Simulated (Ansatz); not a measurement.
# Ge₂H₄+ (quartet): wave-function methods side by side, cc-pVDZ

An exercise on one series of results from a longer session: the logs are not shown, and one member is left open.

The runs use Ansatz 0.2.0, Gaussian basis; cc-pVDZ, core rule «outside noble gas», up to 28 orbitals frozen.

Plan: UHF; CCSD(T) on ROHF; CCSD(T) on UHF; BCCD(T) on ROHF; CISD; CCSDT(Q) on ROHF; CCSDT(Q) on UHF.

15 further runs of the same task are left out: 4 that didn't finish, 11 set aside as unsound or not needed.

### The geometry

The geometry is a PBE0/def2-TZVP stationary point (not a proven minimum) of the parent state, kept for this charge and spin. No spin-orbit coupling is included. The filled d shell of Ge may be among the frozen orbitals whatever the setting's name suggests; the logs give the count.

6 atoms, charge 1, spin multiplicity 4.

Atoms are counted from 1 here; the program's logs count them from 0.

Bond lengths: Ge1–Ge2 2.455 Å, Ge1–H3 1.549 Å, Ge1–H4 1.549 Å, Ge2–H5 1.549 Å, Ge2–H6 1.549 Å. Angles: Ge2–Ge1–H3 111.7°, Ge2–Ge1–H4 111.7°, H3–Ge1–H4 107.9°, Ge1–Ge2–H5 111.7°, Ge1–Ge2–H6 111.7°, H5–Ge2–H6 107.9°.

Coordinates:

```xyz
6
Ge2H4
Ge    0.0192    0.0000    1.2276
Ge    0.0192    0.0000   -1.2276
H    -0.6906    1.2523    1.8004
H    -0.6906   -1.2523    1.8004
H    -0.6906    1.2523   -1.8004
H    -0.6906   -1.2523   -1.8004
```

Set-up of the first run:

File in.yaml:

```yaml
crystal:
  periodic: [false, false, false]
  atoms:
    - {symbol: Ge, position_ang: [0.019165, 0.000000, 1.227623]}
    - {symbol: Ge, position_ang: [0.019165, 0.000000, -1.227623]}
    - {symbol: H, position_ang: [-0.690593, 1.252282, 1.800430]}
    - {symbol: H, position_ang: [-0.690593, -1.252282, 1.800430]}
    - {symbol: H, position_ang: [-0.690593, 1.252282, -1.800430]}
    - {symbol: H, position_ang: [-0.690593, -1.252282, -1.800430]}
basis:
  gaussian: {orbitals: cc-pVDZ}
total_charge: 1
magnetization: {spin_polarized: true, initial_magnetization: 3}
hamiltonian: {xc: hf}
output: {orbitals: {seedname: orbitals}}
```

Run with:

```
$ ansatz run in.yaml --threads 1 --pin off --events-out ev --progress --plain --max-ram 2393MiB
```

Steps of the session up to this table: UHF; CCSD(T) on ROHF; CCSD(T) on UHF; BCCD(T) on ROHF; CISD; CCSDT(Q) on ROHF; CCSDT(Q) on UHF.

One of the session's tables, all rows but one given; the rest of the session is left out.

| method | from UCCSDT(Q) (kJ/mol) |
| --- | --- |
| ROHF | +509.6 |
| UHF | +498.7 |
| RMP2 | +128.3 |
| UMP2 | +126.8 |
| CISD | +53.7 |
| RCCSD | +18.2 |
| UCCSD | +16.5 |
| RCCSD(T) | +5.6 |
| UCCSD(T) | +4.1 |
| BCCD(T) | +5.5 |
| RCCSDT | +1.8 |
| UCCSDT | +0.4 |
| RCCSDT(Q) | ? |
| UCCSDT(Q) | 0 |

Estimate the missing values for RCCSDT(Q).

The run gave: from UCCSDT(Q) (kJ/mol): +1.5. In the column «from UCCSDT(Q) (kJ/mol)» it lies between UCCSDT (+0.4) and RCCSDT (+1.8).

To keep in mind: Restricted and unrestricted rows rest on different reference determinants; where their highest levels disagree by more than a few hundredths of an eV, they describe different states and don't form one ladder.
